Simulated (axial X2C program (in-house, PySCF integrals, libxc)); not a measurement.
# Linear ClHfCl at several levels

One table from this session's results is given with a row withheld; the runs are named, their logs left out.

Program: an in-house X2C program for linear molecules on PySCF integrals. Level of theory: all-electron X2C, two-component (2c) or spin-free, Cl dyall-av3z, Hf dyall-v3z. These are calculated values, not measurements.

All values are calculated.

2 further runs of the same task are left out: 2 set aside as unsound or not needed.

Set-up of the first run:

task.json

```json
{
 "zs": [
  17,
  72,
  17
 ],
 "q": 0,
 "bas": [
  "dyall-av3z",
  "dyall-v3z",
  "dyall-av3z"
 ],
 "r0": [
  2.51,
  2.51
 ],
 "symm": 1,
 "scan": [
  "PBE0",
  "HF",
  "TPSSh"
 ],
 "levels": [
  "PBE0",
  "HF",
  "BHandHLYP"
 ],
 "nst": 2
}
```

Keys: zs atomic numbers; q charge; bas basis sets; r0 starting distance in Å; symm equal bonds; scan levels of the two-bond scan (MP2 follows by itself at each HF point); levels methods; nst determinants followed.

On the command line:

```console
> python solin.py task.json out
```

Masses Cl 34.969, Hf 179.947, Cl 34.969 u.

Among the steps run: Scan at PBE0, 2c; Scan at HF, 2c; Scan at TPSSh, 2c.

One table of the session follows, with a row left open; its other results are not shown here.

```
           level  r(Cl–Hf) (Å)  r(Hf–Cl) (Å)  lower stretch (cm⁻¹)  upper stretch (cm⁻¹)
        PBE0, 2c         2.306         2.306                 364.3                 383.3
          HF, 2c         2.350         2.350                 360.6                 375.7
       TPSSh, 2c         2.312         2.312                 360.8                 379.9
         MP2, 2c         2.308         2.308                 373.7                 393.3
 PBE0, spin-free         2.307         2.307                 365.2                 383.3
   HF, spin-free         2.350         2.350                 361.6                 375.9
TPSSh, spin-free             ?             ?                     ?                     ?
  MP2, spin-free         2.308         2.308                 374.6                 393.5
```

Q: Estimate the row for TPSSh, spin-free from the others.

The run gave: r(Cl–Hf) (Å): 2.313; r(Hf–Cl) (Å): 2.313; lower stretch (cm⁻¹): 361.5; upper stretch (cm⁻¹): 380.0. In the column «r(Cl–Hf) (Å)» it lies between TPSSh, 2c (2.312) and HF, 2c (2.350).

Scans not shown above were run alike.

MP2 freezes inner shells (threshold -2 hartree). The molecule was held linear; bending was not examined, so a bent shape may lie lower.
